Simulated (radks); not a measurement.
# Nuclear size and the levels of Ru³⁺

Aim: how the total energy, the levels and the density at the nucleus of Ru³⁺ respond when the nuclear radius is scaled.

Method: Dirac Kohn-Sham, PBE, spin-unpolarised, spherical densities, finite nucleus; open shells are shared between the two j in proportion to 2j + 1. Code: radks (a radial shooting solver on a logarithmic mesh, Libxc functionals) version 1.

## 1. The system

* element: ruthenium (Z = 44)
* charge: +3
* electrons: 41
* configuration: [Kr] 4d5
* nuclear rms radius: 4.4809 fm

Outer shells as boxes (Hund's rule):

Ru³⁺
```
[Kr] core
4d [↑ ][↑ ][↑ ][↑ ][↑ ]
```

## 2. rms radius 4.4809 fm

Settings of this run:

```text
Z 44
configuration [Kr] 4d5 5s0 5p0
relativity Dirac
functional pbe,pbe
spin unpolarised
j_filling average
nucleus finite rms 4.4809 fm
c 137.035999084
```

Started as:

```bash
$ python run_ks.py task.json out
```

The same process makes all the runs of this session.

## 3. rms radius 3.5982 fm

Settings, as their differences from step 2:

```diff
@@ -6,3 +6,3 @@
 j_filling average
-nucleus finite rms 4.4809 fm
+nucleus finite rms 3.5982 fm
 c 137.035999084
```

## 4. rms radius 4.3285 fm

Settings, as their differences from step 3:

```diff
@@ -6,3 +6,3 @@
 j_filling average
-nucleus finite rms 3.5982 fm
+nucleus finite rms 4.3285 fm
 c 137.035999084
```

## 5. rms radius 4.6422 fm

Settings, as their differences from step 4:

```diff
@@ -6,3 +6,3 @@
 j_filling average
-nucleus finite rms 4.3285 fm
+nucleus finite rms 4.6422 fm
 c 137.035999084
```

## 6. rms radius 5.3054 fm

Settings, as their differences from step 5:

```diff
@@ -6,3 +6,3 @@
 j_filling average
-nucleus finite rms 4.6422 fm
+nucleus finite rms 5.3054 fm
 c 137.035999084
```

Before running it: what results should come out? Wanted: for each run, rms radius; total energy shift; density at nucleus; 1s1/2 shift; 2s1/2 shift; 4s1/2 shift; 4p1/2 shift; 5s1/2 shift.

The runs gave:

```csv
rms radius (fm),total energy shift (eV),density at nucleus (e/bohr³),1s1/2 shift (meV),2s1/2 shift (meV),4s1/2 shift (meV),4p1/2 shift (meV),5s1/2 shift (meV)
3.5982,-0.695,1.13e+05,-293,-31.9,-1.03,0.0615,-0.168
4.3285,-0.129,1.105e+05,-54.6,-5.95,-0.192,0.0115,-0.0313
4.4809,0,1.101e+05,0,0,0,0,0
4.6422,0.141,1.096e+05,59.6,6.50,0.210,-0.0125,0.0342
5.3054,0.769,1.079e+05,324,35.3,1.14,-0.0680,0.186
```

**Reading.** Shifts are against the first run. Over the range the 1s1/2 level moves by 0.617 eV and the 5s1/2 level by 0.354 meV. A larger nucleus binds the 1s electrons less and lowers the density at its centre. These are shifts of eigenvalues, not the field shifts of spectral lines.
